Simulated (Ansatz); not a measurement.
# Cs on Cr (Chromium) (110)

An exercise on one series of results from a longer session: the logs are not shown, and one member is left open.

Program: Ansatz 0.2.0. Level of theory: DFT PBE+D3(BJ), scalar-relativistic, plane waves, PAW. These are calculated values, not measurements.

## The starting structure

The structure is cubic, space group Im-3m (No. 229). Conventional cell: a = 2.822 Å, b = 2.822 Å, c = 2.822 Å, α = 90.00°, β = 90.00°, γ = 90.00°. Cr (site symmetry m-3m) is surrounded by 8 Cr at 2.44 Å.

As a file:

```cif
data_structure
_symmetry_space_group_name_H-M 'P 1'
_symmetry_Int_Tables_number 1
_cell_length_a 2.4437
_cell_length_b 2.4437
_cell_length_c 2.4437
_cell_angle_alpha 109.471
_cell_angle_beta 109.471
_cell_angle_gamma 109.471
_cell_volume 11.23
loop_
_atom_site_label
_atom_site_type_symbol
_atom_site_fract_x
_atom_site_fract_y
_atom_site_fract_z
_atom_site_occupancy
Cr1 Cr 0.00000 0.00000 0.00000 1
```

This cell was relaxed beforehand with the same method: volume 11.23 Å³/atom, gap on the mesh none (metal).

A (110) slab, 6.0 Å thick as cut, with 17 Å of vacuum, in a 2×2 surface cell; its outer planes are Cr (top) and Cr (bottom).

The slab as cut. Layers, bottom to top:

| plane | atoms per cell | height over the lowest (Å) |
| --- | --- | --- |
| 1 | Cr4 | 0.00 |
| 2 | Cr4 | 2.00 |
| 3 | Cr4 | 3.99 |
| 4 | Cr4 | 5.99 |

The first run:

Miller indices refer to the conventional cell of the relaxed bulk, Im-3m (No. 229): a = 2.822 Å, b = 2.822 Å, c = 2.822 Å, α = 90.00°, β = 90.00°, γ = 90.00°.

Contents of input.yaml:

```yaml
crystal:
  lattice:
    - [4.887441113, 0.0, 0.0]
    - [-1.6291470377, 4.6079236716, 0.0]
    - [0.0, 0.0, 22.9858684374]
  atoms:
    - { symbol: Cr, position: [0.25, 0.25, 0.3697924237] }
    - { symbol: Cr, position: [0.25, 0.75, 0.3697924237] }
    - { symbol: Cr, position: [0.75, 0.25, 0.3697924237] }
    - { symbol: Cr, position: [0.75, 0.75, 0.3697924237] }
    - { symbol: Cr, position: [0.5, 0.5, 0.4565974746] }
    - { symbol: Cr, position: [0.5, 0.0, 0.4565974746] }
    - { symbol: Cr, position: [0.0, 0.5, 0.4565974746] }
    - { symbol: Cr, position: [0.0, 0.0, 0.4565974746] }
    - { symbol: Cr, position: [0.75, 0.75, 0.5434025254] }
    - { symbol: Cr, position: [0.75, 0.25, 0.5434025254] }
    - { symbol: Cr, position: [0.25, 0.75, 0.5434025254] }
    - { symbol: Cr, position: [0.25, 0.25, 0.5434025254] }
    - { symbol: Cr, position: [0.0, 0.0, 0.6302075763] }
    - { symbol: Cr, position: [0.0, 0.5, 0.6302075763] }
    - { symbol: Cr, position: [0.5, 0.0, 0.6302075763] }
    - { symbol: Cr, position: [0.5, 0.5, 0.6302075763] }
basis:
  ecutwfc: 420
kpoints:
  mp_grid: { grid: [6, 6, 1] }
hamiltonian:
  xc: pbe
  dispersion: d3bj
scf:
  occupations: { method: gaussian, width: 0.1 }
output:
  forces: true
  eigenvalues: true
  write_density: true
  write_potential: true
  elf: true
  volumetric_format: npy
relax:
  adjacent_minimum: "off"
  f_tol: 0.03
  max_steps: 70
  constraints: [{ sites: [0, 1, 2, 3, 4, 5, 6, 7] }]
efield:
  axis: 3
  dipole_correction: true
```

Started as:

```
ansatz run input.yaml --threads 4 --pin off --max-ram 10240MiB --backend cpu --events-out ev --progress --plain --runs-dir out
```

Among the steps run: The clean surface, relaxed; Cs at the top (Cr) site; Cs put at a hollow (nearest Cr) site; Cs at the bridge (Cr-Cr) site; Start: Cs, hollow over Cr.

One of the session's tables, all rows but one given; the rest of the session is left out.

It belongs to the step «Adsorption of Cs: the sites compared». 

```
                              start  height (Å)
           top (Cr) at (0.00, 0.00)           ?
hollow (nearest Cr) at (0.17, 0.83)        3.17
     bridge (Cr-Cr) at (0.00, 0.75)        3.17
     hollow over Cr at (0.75, 0.75)        3.18
```

Q: Estimate the row for top (Cr) at (0.00, 0.00) from the others.

**Answer.** height (Å): 3.13. In the column «height (Å)» it is the lowest.

Limits of these values: A start on a symmetric site keeps its symmetry, so an end may be a saddle point and not a minimum. Spin polarisation is off in the runs that give these values; a magnetic solution could lie lower. Warnings in the runs' records: xc potential rough in thin density, vacuum density over bound.
